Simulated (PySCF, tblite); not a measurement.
# C₅H₃F₂OS₂−: dynamics, then NMR shifts on frames, part 2 of 2

tblite 0.8.0 and PySCF 2.14.0. Atoms count from 0. The steps go on from the part before.

### 5 Shielding tensors: 625 fs, PBE0/pcSseg-1

What the job is given:

```
{"job": {"kind": "nmr", "xc": "PBE0", "basis": "pcSseg-1", "pop": false}, "charge": -1, "multiplicity": 1}
F      2.157700    -1.065600    -0.078800
C      1.418100    -0.703600     1.004800
F      2.271700    -0.982200     1.996900
O      0.315000    -1.480400     1.143100
C     -0.897400    -0.818400     0.740900
C     -1.609400    -1.254800    -0.424900
C     -2.706800    -0.551200    -0.695400
S     -2.871600     0.779500     0.595800
C     -1.332800     0.318000     1.353900
S     -0.587200     1.262700     2.489300
H      1.100600     0.324900     1.025700
H     -1.303800    -2.189000    -0.884000
H     -3.396500    -0.669300    -1.477600
```

Method: GIAO PBE0/pcSseg-1 NMR shielding, non-relativistic, gas phase.

The program printed:

```text
coarse grid: 13800 points
cycle   1  E = -1262.5798726945  dE =  1.835e+00  |g| = 8.763e-01  |ddm| = 3.861e+00
cycle   2  E = -1262.4646721088  dE =  1.152e-01  |g| = 1.210e+00  |ddm| = 1.875e+00
cycle   3  E = -1262.7284272449  dE = -2.638e-01  |g| = 1.200e-01  |ddm| = 1.182e+00
cycle   4  E = -1262.7308420744  dE = -2.415e-03  |g| = 7.258e-02  |ddm| = 2.510e-01
cycle   5  E = -1262.7322450478  dE = -1.403e-03  |g| = 2.033e-02  |ddm| = 1.192e-01
cycle   6  E = -1262.7323525664  dE = -1.075e-04  |g| = 6.713e-03  |ddm| = 3.344e-02
cycle   7  E = -1262.7323621835  dE = -9.617e-06  |g| = 2.728e-03  |ddm| = 1.129e-02
final grid: 130064 points
cycle   8  E = -1262.8198376141  dE = -1.731e-05  |g| = 1.583e-02  |ddm| = 3.384e-02
cycle   9  E = -1262.8197400737  dE =  9.754e-05  |g| = 2.599e-02  |ddm| = 4.429e-02
cycle  10  E = -1262.8198896800  dE = -1.496e-04  |g| = 1.868e-03  |ddm| = 3.147e-02
cycle  11  E = -1262.8198904802  dE = -8.002e-07  |g| = 5.516e-04  |ddm| = 3.035e-03
cycle  12  E = -1262.8198905469  dE = -6.672e-08  |g| = 1.792e-04  |ddm| = 7.084e-04
cycle  13  E = -1262.8198905540  dE = -7.156e-09  |g| = 6.649e-05  |ddm| = 2.521e-04
cycle  14  E = -1262.8198905550  dE = -9.827e-10  |g| = 1.859e-05  |ddm| = 9.530e-05
converged SCF energy = -1262.8198905550

GIAO shielding tensors (ppm)
atom      isotropic    diamagn.    paramagn.     s11        s22        s33       span
  0 F      282.182     475.256    -193.074    187.297    293.049    366.200    178.904
  1 C       63.428     243.082    -179.654     39.733     66.927     83.624     43.891
  2 F      282.023     468.696    -186.673    186.170    307.068    352.830    166.660
  3 O      186.099     399.695    -213.596    129.305    193.086    235.906    106.602
  4 C       41.823     250.439    -208.617    -18.316     59.270     84.515    102.832
  5 C       58.697     250.106    -191.409    -22.360     57.949    140.502    162.862
  6 C       68.123     259.964    -191.842     -8.773     72.616    140.526    149.300
  7 S      224.523    1055.291    -830.768     41.663    294.426    337.481    295.818
  8 C       16.714     259.719    -243.006    -64.803     15.618     99.325    164.129
  9 S      527.826    1056.886    -529.060    334.007    412.321    837.150    503.144
 10 H       23.556      27.668      -4.112     17.131     23.442     30.096     12.965
 11 H       25.247      31.340      -6.093     22.877     26.031     26.833      3.955
 12 H       26.195      32.306      -6.111     23.966     25.434     29.184      5.218
```

Wall time 37 s (1 thread of Intel Xeon Platinum 8488C, shared host); peak memory 0.89 GiB.

This run: δ C8 170.2, C4 145.1, C5 128.2, C1 123.5, H10 8.16, H11 6.47 ppm.

### 6 NMR shieldings: 800 fs, PBE0/pcSseg-1

What the job is given:

```
{"job": {"kind": "nmr", "xc": "PBE0", "basis": "pcSseg-1", "pop": false}, "charge": -1, "multiplicity": 1}
F      2.173900    -1.368200    -0.167100
C      1.439100    -0.812800     0.896100
F      2.123200    -1.053100     2.008600
O      0.218800    -1.449600     0.762700
C     -0.947000    -0.575200     0.702300
C     -1.658300    -0.753400    -0.511300
C     -2.776200    -0.069800    -0.690900
S     -2.994000     0.953600     0.742300
C     -1.522800     0.304900     1.505100
S     -0.775400     1.123000     2.803100
H      1.255200     0.273500     0.807400
H     -1.220600    -1.399700    -1.239800
H     -3.485700     0.012700    -1.513100
```

Level: GIAO PBE0/pcSseg-1 NMR shielding, non-relativistic, gas phase.

The program printed:

```text
coarse grid: 13800 points
cycle   1  E = -1262.5465466187  dE =  1.813e+00  |g| = 9.049e-01  |ddm| = 3.830e+00
cycle   2  E = -1262.4034861150  dE =  1.431e-01  |g| = 1.295e+00  |ddm| = 2.007e+00
cycle   3  E = -1262.7127617700  dE = -3.093e-01  |g| = 1.126e-01  |ddm| = 1.237e+00
cycle   4  E = -1262.7148809547  dE = -2.119e-03  |g| = 6.750e-02  |ddm| = 2.258e-01
cycle   5  E = -1262.7160479952  dE = -1.167e-03  |g| = 1.812e-02  |ddm| = 1.060e-01
cycle   6  E = -1262.7161313644  dE = -8.337e-05  |g| = 5.038e-03  |ddm| = 2.870e-02
cycle   7  E = -1262.7161354550  dE = -4.091e-06  |g| = 2.898e-03  |ddm| = 9.547e-03
final grid: 130064 points
cycle   8  E = -1262.8056228378  dE = -1.605e-05  |g| = 1.576e-02  |ddm| = 3.710e-02
cycle   9  E = -1262.8055165280  dE =  1.063e-04  |g| = 2.686e-02  |ddm| = 4.327e-02
cycle  10  E = -1262.8056739246  dE = -1.574e-04  |g| = 2.216e-03  |ddm| = 3.092e-02
cycle  11  E = -1262.8056750647  dE = -1.140e-06  |g| = 5.806e-04  |ddm| = 3.111e-03
cycle  12  E = -1262.8056751454  dE = -8.064e-08  |g| = 1.785e-04  |ddm| = 8.108e-04
cycle  13  E = -1262.8056751528  dE = -7.386e-09  |g| = 5.651e-05  |ddm| = 2.535e-04
cycle  14  E = -1262.8056751534  dE = -6.455e-10  |g| = 1.368e-05  |ddm| = 7.372e-05
converged SCF energy = -1262.8056751534

GIAO shielding tensors (ppm)
atom      isotropic    diamagn.    paramagn.     s11        s22        s33       span
  0 F      254.288     474.985    -220.697    134.196    261.425    367.242    233.046
  1 C       53.905     246.465    -192.559     28.558     57.155     76.003     47.446
  2 F      270.531     468.510    -197.980    183.084    300.384    328.124    145.040
  3 O      163.756     400.783    -237.027    108.548    151.668    231.051    122.503
  4 C       37.598     248.114    -210.516    -22.157     46.786     88.164    110.320
  5 C       57.461     251.230    -193.769    -15.810     60.037    128.155    143.965
  6 C       78.752     261.392    -182.641     -0.664     85.367    151.552    152.216
  7 S      230.263    1056.067    -825.805     20.848    284.072    385.868    365.020
  8 C       16.201     260.587    -244.386    -67.041     20.692     94.954    161.995
  9 S      528.445    1056.622    -528.177    289.438    505.922    789.976    500.538
 10 H       24.277      28.918      -4.642     21.230     25.564     26.036      4.806
 11 H       26.051      33.184      -7.133     22.777     26.527     28.850      6.072
 12 H       25.987      31.512      -5.525     23.612     24.707     29.642      6.030
```

Wall time 30 s (1 thread of Intel Xeon Platinum 8488C, shared host); peak memory 0.89 GiB.

This run: δ C8 170.7, C4 149.3, C1 133.0, C5 129.5, H10 7.44, H12 5.73 ppm.

### 7 Nuclear shieldings: 1000 fs, PBE0/pcSseg-1

What the job is given:

```
{"job": {"kind": "nmr", "xc": "PBE0", "basis": "pcSseg-1", "pop": false}, "charge": -1, "multiplicity": 1}
F      2.042100    -0.792100     0.099800
C      1.270900    -1.014700     1.151800
F      2.014900    -1.935500     1.867100
O      0.133400    -1.613800     0.842100
C     -1.039800    -0.816400     0.728000
C     -1.919900    -1.126700    -0.279500
C     -3.116200    -0.425000    -0.241100
S     -2.948500     0.820800     1.019100
C     -1.403100     0.254500     1.534900
S     -0.507500     0.780300     2.881500
H      1.323800     0.019000     1.613100
H     -1.869600    -1.887300    -1.016100
H     -4.004900    -0.223800    -0.889900
```

With the program's defaults for keys left out, this is: GIAO PBE0/pcSseg-1 NMR shielding, non-relativistic, gas phase.

The program printed:

```text
coarse grid: 13800 points
cycle   1  E = -1262.5663461889  dE =  1.907e+00  |g| = 8.773e-01  |ddm| = 3.867e+00
cycle   2  E = -1262.4425457389  dE =  1.238e-01  |g| = 1.216e+00  |ddm| = 2.045e+00
cycle   3  E = -1262.7163718689  dE = -2.738e-01  |g| = 1.351e-01  |ddm| = 1.335e+00
cycle   4  E = -1262.7196913628  dE = -3.319e-03  |g| = 7.930e-02  |ddm| = 2.889e-01
cycle   5  E = -1262.7213594611  dE = -1.668e-03  |g| = 2.537e-02  |ddm| = 1.271e-01
cycle   6  E = -1262.7215195974  dE = -1.601e-04  |g| = 8.629e-03  |ddm| = 3.919e-02
cycle   7  E = -1262.7215370243  dE = -1.743e-05  |g| = 2.496e-03  |ddm| = 1.421e-02
cycle   8  E = -1262.7215383840  dE = -1.360e-06  |g| = 5.331e-04  |ddm| = 3.244e-03
final grid: 130064 points
cycle   9  E = -1262.8093757148  dE = -2.877e-05  |g| = 1.195e-02  |ddm| = 3.526e-02
cycle  10  E = -1262.8093296929  dE =  4.602e-05  |g| = 1.854e-02  |ddm| = 3.028e-02
cycle  11  E = -1262.8094045344  dE = -7.484e-05  |g| = 1.361e-03  |ddm| = 2.192e-02
cycle  12  E = -1262.8094050103  dE = -4.759e-07  |g| = 4.048e-04  |ddm| = 2.821e-03
cycle  13  E = -1262.8094050443  dE = -3.398e-08  |g| = 1.209e-04  |ddm| = 5.372e-04
cycle  14  E = -1262.8094050466  dE = -2.292e-09  |g| = 6.815e-05  |ddm| = 2.019e-04
cycle  15  E = -1262.8094050478  dE = -1.170e-09  |g| = 1.411e-05  |ddm| = 8.282e-05
cycle  16  E = -1262.8094050478  dE = -4.047e-11  |g| = 6.367e-06  |ddm| = 2.424e-05
converged SCF energy = -1262.8094050478

GIAO shielding tensors (ppm)
atom      isotropic    diamagn.    paramagn.     s11        s22        s33       span
  0 F      280.373     476.922    -196.549    190.905    309.255    340.958    150.053
  1 C       70.826     239.849    -169.023     49.055     72.362     91.060     42.005
  2 F      269.484     469.507    -200.023    159.147    275.105    374.200    215.053
  3 O      191.207     398.374    -207.167    143.502    197.122    232.996     89.494
  4 C       43.252     245.597    -202.345    -18.417     54.128     94.046    112.463
  5 C       64.428     246.534    -182.107    -17.971     57.758    153.496    171.467
  6 C       72.551     263.312    -190.761     -3.124     77.391    143.387    146.511
  7 S      240.168    1055.968    -815.800     59.822    267.855    392.827    333.004
  8 C       18.667     257.609    -238.942    -60.329      9.145    107.186    167.515
  9 S      477.606    1055.819    -578.213    297.444    372.933    762.442    464.998
 10 H       20.204      25.194      -4.990     11.720     17.970     30.922     19.202
 11 H       25.472      31.082      -5.610     22.503     24.865     29.050      6.547
 12 H       25.222      30.794      -5.572     22.222     23.921     29.523      7.301
```

It took 33 s on 1 thread of Intel Xeon Platinum 8488C, shared host; peak memory 0.89 GiB.

Key values: δ C8 168.3, C4 143.7, C5 122.5, C1 116.1, H10 11.51, H12 6.50 ppm.

### 8 Comparing the runs: NMR shifts

Shifts (ppm) of some atoms, chosen among heavy atoms and hydrogens apart, with basis size and wall time:

```csv
frame,C1,H10,H12,F0,O3,S7,S9,functions,time
250 fs,123.6,11.95,4.67,-88.6,159.5,237,16,199,37 s
425 fs,121.5,7.41,5.27,-102.7,142.5,293,47,199,38 s
625 fs,123.5,8.16,5.52,-111.2,150.0,279,-24,199,37 s
800 fs,133.0,7.44,5.73,-83.3,172.3,273,-25,199,30 s
1000 fs,116.1,11.51,6.50,-109.4,144.9,264,26,199,33 s
```

### 9 Outcome

What follows sums up all 2 parts.

| quantity | value |
| --- | --- |
| thermostat | 400 K |
| mean temperature, second half | 393 K |
| mean potential energy above the minimum | 0.65 eV |
| 13C shifts against TMS (PBE0/pcSseg-1, 250 fs) | 170.8, 143.0, 130.0, 123.6, 115.4 ppm |
| 1H shifts against TMS (PBE0/pcSseg-1, 250 fs) | 11.95, 6.83, 4.67 ppm |
| 19F shifts against CFCl3 (PBE0/pcSseg-1, 250 fs) | -88.6, -107.6 ppm |
| 17O shifts against H2O (PBE0/pcSseg-1, 250 fs) | 159.5 ppm |
| 33S shifts against CS2 (PBE0/pcSseg-1, 250 fs) | 237, 16 ppm |
| range of the shift of S9 | -25 to 47 ppm |

In the second half the potential energy averages 0.65 eV above the minimum; equipartition over 33 harmonic modes at 400 K would give 0.57 eV. With 13 atoms the temperature swings widely (213 to 567 K). Shifts at one fixed geometry are not the observed spectrum, which averages over the motion. In the first frame run (250 fs): The widest tensor belongs to S7: span 434 ppm, with a paramagnetic part of -789 ppm. In ppm, S9 moves most: its shift spreads over 72 ppm, from -25 (800 fs) to 47 (425 fs).
